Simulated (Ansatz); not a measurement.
**C₂H₇BGaNO: a ladder of functionals and wavefunction methods**

One table from this session's results is given with a row withheld; the runs are named, their logs left out.

The runs use Ansatz 0.2.0, Gaussian basis; functionals in def2-TZVPP, the program's frozen cores in correlated methods.

Plan: LDA (SPW92), PBE-D4, revPBE-D4, BLYP-D4, r2SCAN-D4, B97M-V, PBE0-D4, B3LYP-D4, r2SCANh-D4, r2SCAN0-D4, HSE06-D4, BHLYP-D4, CAM-B3LYP-D4, LC-ωPBE, ωB97X-V, ωB97M-V, B2PLYP, PBE-QIDH; CCSD(T)/def2-SVP; CCSD(T)/def2-TZVPP; MP2/def2-QZVPP; extrapolation to the limit; RPA on PBE.

**The relaxed structure**

All runs share one geometry, relaxed beforehand with PBE0-D4 in a triple-zeta def2 set.

SMILES `[BH2][Ga]1[O]C[N]1C`, 13 atoms, charge 0, spin multiplicity 1.

Atoms are counted from 1 here; the program's logs count them from 0.

Bond lengths: B1–Ga2 2.058 Å, B1–H7 1.194 Å, B1–H8 1.193 Å, Ga2–O3 1.845 Å, Ga2–N5 1.835 Å, O3–C4 1.403 Å, C4–N5 1.448 Å, C4–H9 1.104 Å, C4–H10 1.104 Å, N5–C6 1.427 Å, C6–H11 1.091 Å, C6–H12 1.100 Å, C6–H13 1.100 Å. Angles: Ga2–B1–H7 120.6°, Ga2–B1–H8 120.8°, H7–B1–H8 118.6°, B1–Ga2–O3 138.7°, B1–Ga2–N5 146.3°, O3–Ga2–N5 75.0°, Ga2–O3–C4 91.2°, O3–C4–N5 103.5°, O3–C4–H9 110.9°, O3–C4–H10 110.9°, N5–C4–H9 111.8°, N5–C4–H10 111.8°, H9–C4–H10 107.8°, Ga2–N5–C4 90.2°, Ga2–N5–C6 148.2°, C4–N5–C6 121.6°, N5–C6–H11 110.1°, N5–C6–H12 112.1° and more.

The first run:

Contents of in.yaml:

```yaml
crystal:
  periodic: [false, false, false]
  atoms:
    - {symbol: B, position_ang: [-0.919120, -2.946953, -0.504207]}
    - {symbol: Ga, position_ang: [0.107624, -1.218489, -0.062214]}
    - {symbol: O, position_ang: [1.794690, -0.709872, 0.483771]}
    - {symbol: C, position_ang: [1.422364, 0.643031, 0.476720]}
    - {symbol: N, position_ang: [0.036243, 0.611089, 0.057756]}
    - {symbol: C, position_ang: [-0.730264, 1.806756, -0.079254]}
    - {symbol: H, position_ang: [-2.062307, -2.904054, -0.844796]}
    - {symbol: H, position_ang: [-0.386421, -4.011323, -0.425856]}
    - {symbol: H, position_ang: [1.537810, 1.088709, 1.480006]}
    - {symbol: H, position_ang: [2.050015, 1.220737, -0.223900]}
    - {symbol: H, position_ang: [-1.744571, 1.567675, -0.403684]}
    - {symbol: H, position_ang: [-0.807684, 2.359934, 0.867963]}
    - {symbol: H, position_ang: [-0.298368, 2.492720, -0.822295]}
basis:
  gaussian: {orbitals: def2-TZVPP}
hamiltonian: {xc: lda}
output: {orbitals: {seedname: orbitals}}
```

Launch:

```
$ ansatz run in.yaml --threads 2 --pin off --events-out ev --progress --plain --max-ram 22528MiB --backend cuda --devices 0, --max-vram 18GiB
```

Among the steps run: LDA; PBE-D4 (GGA); revPBE-D4 (GGA); BLYP-D4 (GGA); r2SCAN-D4 (meta-GGA); B97M-V (meta-GGA); B3LYP-D4 (hybrid); r2SCANh-D4 (hybrid); r2SCAN0-D4 (hybrid); HSE06-D4 (hybrid); BHLYP-D4 (hybrid); CAM-B3LYP-D4 (range-separated); LC-ωPBE (range-separated); ωB97X-V (range-separated); ωB97M-V (range-separated); B2PLYP (double hybrid); PBE-QIDH (double hybrid).

One table of the session follows, with a row left open; its other results are not shown here.

It belongs to the step «Frontier levels by functional». 

```
  functional  HOMO (eV)  LUMO (eV)  gap (eV)
 LDA (SPW92)      -5.46      -4.06      1.40
      PBE-D4      -5.26      -3.83      1.43
   revPBE-D4          ?          ?         ?
     BLYP-D4      -5.13      -3.68      1.45
   r2SCAN-D4      -5.40      -3.65      1.75
      B97M-V      -5.45      -3.73      1.71
     PBE0-D4      -6.23      -3.12      3.11
    B3LYP-D4      -6.07      -3.29      2.78
  r2SCANh-D4      -5.77      -3.40      2.37
  r2SCAN0-D4      -6.36      -3.00      3.36
    HSE06-D4      -5.85      -3.49      2.36
    BHLYP-D4      -7.26      -2.24      5.03
CAM-B3LYP-D4      -7.50      -2.11      5.39
     LC-ωPBE      -8.76      -0.96      7.80
     ωB97X-V      -8.44      -1.06      7.37
     ωB97M-V      -8.38      -1.29      7.09
```

**Question.** Estimate the row for revPBE-D4.

As computed: HOMO (eV): -5.19; LUMO (eV): -3.74; gap (eV): 1.45. In the column «HOMO (eV)» it lies between PBE-D4 (-5.26) and BLYP-D4 (-5.13).
